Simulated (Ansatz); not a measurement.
# AlN (relaxed): the cost of one run

Method: DFT HSE06, scalar-relativistic, plane waves, PAW, in Ansatz 0.2.0.

### Step 1. The system as given

The structure is hexagonal, space group P6_3mc (No. 186). Conventional cell: a = 3.130 Å, b = 3.130 Å, c = 5.018 Å, α = 90.00°, β = 90.00°, γ = 120.00°. Al (site symmetry 3m) is surrounded by 4 N at 1.90 to 1.91 Å. N (site symmetry 3m) has 4 Al at 1.90 to 1.91 Å as nearest neighbours.

Structure file:

```xyz
4
Lattice="3.1302 0.0000 0.0000 -1.5651 2.7108 0.0000 0.0000 0.0000 5.0180" Properties=species:S:1:pos:R:3 pbc="T T T"
Al    0.0000    1.8072    0.0012
Al    1.5651    0.9036    2.5101
N     0.0000    1.8072    1.9157
N     1.5651    0.9036    4.4247
```

### Step 2. Single point: AlN (relaxed), no spin

Input file input.yaml:

```yaml
crystal:
  lattice:
    - [3.1301972936, 0.0, 0.0]
    - [-1.5650986468, 2.7108303751, 0.0]
    - [0.0, 0.0, 5.0179543622]
  atoms:
    - { symbol: Al, position: [0.3333333333, 0.6666666667, 0.0002300017] }
    - { symbol: Al, position: [0.6666666667, 0.3333333333, 0.5002300017] }
    - { symbol: "N", position: [0.3333333333, 0.6666666667, 0.3817699983] }
    - { symbol: "N", position: [0.6666666667, 0.3333333333, 0.8817699983] }
scf:
  occupations: { method: fixed }
output:
  eigenvalues: true
  write_density: true
  write_potential: true
  elf: true
  volumetric_format: npy
hamiltonian:
  xc: hse06
basis:
  ecutwfc: 480
kpoints:
  mp_grid: { grid: [6, 6, 4] }
```

Started as:

```
ansatz run input.yaml --threads 12 --pin off --max-ram 24576MiB --backend cpu --events-out ev --progress --plain --runs-dir out
```

What time and memory should one allow on 12 threads of AMD EPYC 7R43 (Zen 3), shared host?

About 6.5 s, with a peak of 1.2 GiB.
